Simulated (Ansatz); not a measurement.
# WC (Qusongite): the cost of one run

Program: Ansatz 0.2.0, driven from Python. The levels of theory stand in the script. These are calculated values, not measurements.

## Step 1: Starting point

The structure is hexagonal, space group P-6m2 (No. 187). Conventional cell: a = 2.907 Å, b = 2.907 Å, c = 2.837 Å, α = 90.00°, β = 90.00°, γ = 120.00°. W (site symmetry -6m2) is surrounded by 6 C at 2.20 Å. C (site symmetry -6m2) is surrounded by 6 W at 2.20 Å.

No structure file is read: the coordinates are typed or built in the script.

## Step 2: The code

Contents of xc_wc.py:

```python
from dataclasses import dataclass
import warnings

import ansatz
import pandas as pd


@dataclass
class Settings:
    cutoff: int = 420
    kspacing: float = 0.24
    occupations: str = 'Fermi-Dirac'
    smearing_width: float = 0.15


cfg = Settings()


def main() -> None:
    warnings.simplefilter('ignore', ansatz.DeckWarning)

    cell = (
        ansatz.Lattice.from_parameters(2.9065, 2.9065, 2.8366, alpha=90.0, beta=90.0, gamma=120.0)
        .atom('W', [0.0, 0.0, 0.0])
        .atom('C', [2 / 3, 1 / 3, 0.5])
    )

    calculation = cell.calculation()
    calculation = calculation.basis(cfg.cutoff)
    calculation = calculation.kpoints(spacing=cfg.kspacing)
    calculation = calculation.occupations(cfg.occupations, width=cfg.smearing_width)
    calculation = calculation.stress()

    rows = []
    for value in ['rpbe', 'pbe', 'lda']:
        summary = calculation.functional(value).run(threads=1).report
        rows.append((value, summary['free_energy_ev'] / len(summary['lattice']['sites']), summary['n_iterations'], sum(summary['stress_gpa'][i][i] for i in range(3)) / 3, summary['n_kpoints']))

    table = pd.DataFrame(rows, columns=['functional', 'F/atom (eV)', 'iterations', 'P (GPa)', 'k-points'])
    print(table.round(5).to_string(index=False))


if __name__ == '__main__':
    main()
```

## Step 3: The calls as engine input

The package turns the script's settings into the engine's input (first run):

```yaml
crystal:
  lattice:
    a: 2.9065
    b: 2.9065
    c: 2.8366
    alpha: 90.0
    beta: 90.0
    gamma: 120.0
  atoms:
    - { symbol: W, position: [0.0, 0.0, 0.0] }
    - { symbol: C, position: [0.6666666666666666, 0.3333333333333333, 0.5] }
basis:
  ecutwfc: 420.0
kpoints:
  mp_grid:
    kspacing: 0.24
hamiltonian:
  xc: rpbe
scf:
  occupations:
    method: fermi_dirac
    width: 0.15
output:
  stress: true
```

## Step 4: Launch

Started as:

```
$ python xc_wc.py
```

Q: Estimate wall time and peak memory on 1 thread of Arm Neoverse V1, shared host.

About 8.6 s, with a peak of 0.42 GiB.
